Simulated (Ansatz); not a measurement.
Hf2Pd2Se2Br2O3 in Ansatz: the effect of Hubbard term

The system is Hf2Pd2Se2Br2O3.

```
CELL_PARAMETERS angstrom
5.60663 -0.09346 -0.01409
1.61393 5.33512 0.00251
1.36916 1.91529 8.31543
ATOMIC_POSITIONS crystal
Hf 0.23317 0.65161 0.02284
Hf 0.76683 0.34839 0.97716
Pd 0.00000 0.50000 0.50000
Pd 0.00000 0.00000 0.50000
Se 0.02419 0.33917 0.25331
Se 0.97581 0.66083 0.74669
Br 0.50000 0.50000 0.50000
Br 0.50000 0.00000 0.50000
O 0.44792 0.35724 0.92101
O 0.55208 0.64276 0.07899
O 0.00000 0.00000 0.00000
```

The cell was built by a generator and needn't be a form met in nature.

Alike in all runs:

```yaml
Program: Ansatz 0.2.0
Task: single point
Functional: PBE
Potentials_or_basis: all-electron LAPW, scalar-relativistic
Cutoff: 481 eV (chosen from the basis error)
Basis_error_allowed: 0.002 eV/atom
k_mesh: 4 × 4 × 3
Occupations: fermi-dirac, width 0.05 eV
Spin: no spin polarisation
```

One run gave: pressure 0.2 GPa; largest force 0.05 eV/Å. Which Hubbard term did it use?
A. none
B. Hf d U = 6 eV, Pd d U = 6 eV
C. Hf d U = 3 eV, Pd d U = 3 eV

A.

```csv
Hubbard term,pressure (GPa),largest force (eV/Å)
none,0.2,0.05
"Hf d U = 3 eV, Pd d U = 3 eV",1.4,0.32
"Hf d U = 6 eV, Pd d U = 6 eV",2.9,0.69
```

Caveats: the k mesh is thin for a metal, which can move the energy by tens of meV per atom; U is the effective U less J, on atomic orbitals that reach past the spheres (some runs); U without spin polarisation on a metal has little footing (some runs).
